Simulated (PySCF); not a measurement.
**Mn³⁺: ionisation energy in def2-QZVPPD**

Aim: the ionisation energy of manganese from differences of total energies, at each level of theory, and how far each lands from the tabulated value where there is one.

The numbers are computed with PySCF 2.14.0 (unrestricted determinants in a Gaussian basis, no spin-orbit coupling in the energies), except any that are marked as measured or tabulated.

## (1) Starting point

```
Element                                   : manganese (Z = 25)
Basis                                     : def2-QZVPPD
Hamiltonian                               : no relativity, point nucleus
State 1                                   : Mn³⁺: [Ar] 3d4, high-spin 5D determinant
Needed too, but not shown                 : Mn²⁺ [Ar] 3d5 (6S)
Methods                                   : UHF, LDA, PBE, PBE0, r2SCAN, M06-L, BP86, TPSSh, TPSS, MP2
Core shells frozen in the correlated runs : valence: [Ar]; valence and next inner shell: [Ne] (for Mn³⁺)
```

Outer shells as boxes (Hund's rule):

Mn3+ [Ar] 3d4
```
[Ar] core
3d [↑ ][↑ ][↑ ][↑ ][  ]
```

One driver process ran all states and methods and kept the integrals in memory. Each run is shown as a PySCF script that sums up its settings (the driver passes frozen orbitals as a list and adds second-order terms of double hybrids); the logs are those of the runs themselves. The driver starts from symmetry-adapted Hartree-Fock orbitals, holds the occupation by maximum overlap and uses a logarithmic radial grid for functionals, so a plain start would take other cycles.

The integrals over 100 functions and the set-up took 2.1 s of CPU time.

## (2) Mn³⁺, method by method

#### UHF

Input file input.py:

```python
from pyscf import gto, scf, dft, mp, cc
import basis_set_exchange as bse
mol = gto.M(atom="Mn 0 0 0", charge=3, spin=4, symmetry="D2h",
            basis=gto.basis.parse(bse.get_basis("def2-QZVPPD", elements=["Mn"], fmt="nwchem")))
mf = scf.UHF(mol)
mf.irrep_nelec = {'Ag': (4, 3), 'B1g': (1, 0), 'B2g': (1, 0), 'B3g': (1, 0), 'B1u': (2, 2), 'B2u': (2, 2), 'B3u': (2, 2)}
mf.kernel()
```

#### LDA

input.py differs from the last one in:

```diff
@@ -4,3 +4,3 @@
             basis=gto.basis.parse(bse.get_basis("def2-QZVPPD", elements=["Mn"], fmt="nwchem")))
-mf = scf.UHF(mol)
+mf = dft.UKS(mol, xc="LDA,VWN")
 mf.irrep_nelec = {'Ag': (4, 3), 'B1g': (1, 0), 'B2g': (1, 0), 'B3g': (1, 0), 'B1u': (2, 2), 'B2u': (2, 2), 'B3u': (2, 2)}
```

#### PBE

input.py differs from the last one in:

```diff
@@ -4,3 +4,3 @@
             basis=gto.basis.parse(bse.get_basis("def2-QZVPPD", elements=["Mn"], fmt="nwchem")))
-mf = dft.UKS(mol, xc="LDA,VWN")
+mf = dft.UKS(mol, xc="PBE")
 mf.irrep_nelec = {'Ag': (4, 3), 'B1g': (1, 0), 'B2g': (1, 0), 'B3g': (1, 0), 'B1u': (2, 2), 'B2u': (2, 2), 'B3u': (2, 2)}
```

#### PBE0

input.py differs from the last one in:

```diff
@@ -4,3 +4,3 @@
             basis=gto.basis.parse(bse.get_basis("def2-QZVPPD", elements=["Mn"], fmt="nwchem")))
-mf = dft.UKS(mol, xc="PBE")
+mf = dft.UKS(mol, xc="PBE0")
 mf.irrep_nelec = {'Ag': (4, 3), 'B1g': (1, 0), 'B2g': (1, 0), 'B3g': (1, 0), 'B1u': (2, 2), 'B2u': (2, 2), 'B3u': (2, 2)}
```

#### r2SCAN

input.py differs from the last one in:

```diff
@@ -4,3 +4,3 @@
             basis=gto.basis.parse(bse.get_basis("def2-QZVPPD", elements=["Mn"], fmt="nwchem")))
-mf = dft.UKS(mol, xc="PBE0")
+mf = dft.UKS(mol, xc="R2SCAN")
 mf.irrep_nelec = {'Ag': (4, 3), 'B1g': (1, 0), 'B2g': (1, 0), 'B3g': (1, 0), 'B1u': (2, 2), 'B2u': (2, 2), 'B3u': (2, 2)}
```

#### M06-L

input.py differs from the last one in:

```diff
@@ -4,3 +4,3 @@
             basis=gto.basis.parse(bse.get_basis("def2-QZVPPD", elements=["Mn"], fmt="nwchem")))
-mf = dft.UKS(mol, xc="R2SCAN")
+mf = dft.UKS(mol, xc="M06L")
 mf.irrep_nelec = {'Ag': (4, 3), 'B1g': (1, 0), 'B2g': (1, 0), 'B3g': (1, 0), 'B1u': (2, 2), 'B2u': (2, 2), 'B3u': (2, 2)}
```

#### BP86

input.py differs from the last one in:

```diff
@@ -4,3 +4,3 @@
             basis=gto.basis.parse(bse.get_basis("def2-QZVPPD", elements=["Mn"], fmt="nwchem")))
-mf = dft.UKS(mol, xc="M06L")
+mf = dft.UKS(mol, xc="B88,P86")
 mf.irrep_nelec = {'Ag': (4, 3), 'B1g': (1, 0), 'B2g': (1, 0), 'B3g': (1, 0), 'B1u': (2, 2), 'B2u': (2, 2), 'B3u': (2, 2)}
```

#### TPSSh

input.py differs from the last one in:

```diff
@@ -4,3 +4,3 @@
             basis=gto.basis.parse(bse.get_basis("def2-QZVPPD", elements=["Mn"], fmt="nwchem")))
-mf = dft.UKS(mol, xc="B88,P86")
+mf = dft.UKS(mol, xc="TPSSH")
 mf.irrep_nelec = {'Ag': (4, 3), 'B1g': (1, 0), 'B2g': (1, 0), 'B3g': (1, 0), 'B1u': (2, 2), 'B2u': (2, 2), 'B3u': (2, 2)}
```

#### TPSS

input.py differs from the last one in:

```diff
@@ -4,3 +4,3 @@
             basis=gto.basis.parse(bse.get_basis("def2-QZVPPD", elements=["Mn"], fmt="nwchem")))
-mf = dft.UKS(mol, xc="TPSSH")
+mf = dft.UKS(mol, xc="TPSS")
 mf.irrep_nelec = {'Ag': (4, 3), 'B1g': (1, 0), 'B2g': (1, 0), 'B3g': (1, 0), 'B1u': (2, 2), 'B2u': (2, 2), 'B3u': (2, 2)}
```

## (3) Mn³⁺, continued

#### MP2 (valence)

input.py: that of step 2 with these lines changed.

```diff
@@ -4,4 +4,5 @@
             basis=gto.basis.parse(bse.get_basis("def2-QZVPPD", elements=["Mn"], fmt="nwchem")))
-mf = dft.UKS(mol, xc="TPSS")
+mf = scf.UHF(mol)
 mf.irrep_nelec = {'Ag': (4, 3), 'B1g': (1, 0), 'B2g': (1, 0), 'B3g': (1, 0), 'B1u': (2, 2), 'B2u': (2, 2), 'B3u': (2, 2)}
 mf.kernel()
+mp.UMP2(mf, frozen=9).kernel()
```

#### MP2 (valence and next inner shell)

input.py differs from the last one in:

```diff
@@ -7,2 +7,2 @@
 mf.kernel()
-mp.UMP2(mf, frozen=9).kernel()
+mp.UMP2(mf, frozen=5).kernel()
```

What does the calculation give?

The runs gave:

| quantity | value |
| --- | --- |
| ionisation energy, Mn²⁺ | UHF 32.591, MP2 (valence and next inner shell) 34.041 eV; reference 33.668 ± 0.012 |

Accuracy by level (over 1 difference):

| method | mean absolute miss against the measured value (with the measured fine structure taken into account where it is known) (eV) |
| --- | --- |
| UHF | 1.156 |
| LDA | 0.937 |
| PBE | 0.539 |
| PBE0 | 0.362 |
| r2SCAN | 0.374 |
| M06-L | 0.024 |
| BP86 | 0.526 |
| TPSSh | 0.203 |
| TPSS | 0.247 |
| MP2 (valence) | 0.301 |
| SCS-MP2 (valence) | 0.871 |
| MP2 (valence and next inner shell) | 0.294 |
| SCS-MP2 (valence and next inner shell) | 0.241 |

**Reading.** Against experiment M06-L comes closest (off by 0.02 eV) and UHF is farthest (1.16 eV). Hartree-Fock falls short because the species with more electrons holds more correlation energy, which it lacks. PBE is off by +0.54 eV. All values hold for this basis alone; no basis-set limit was taken.
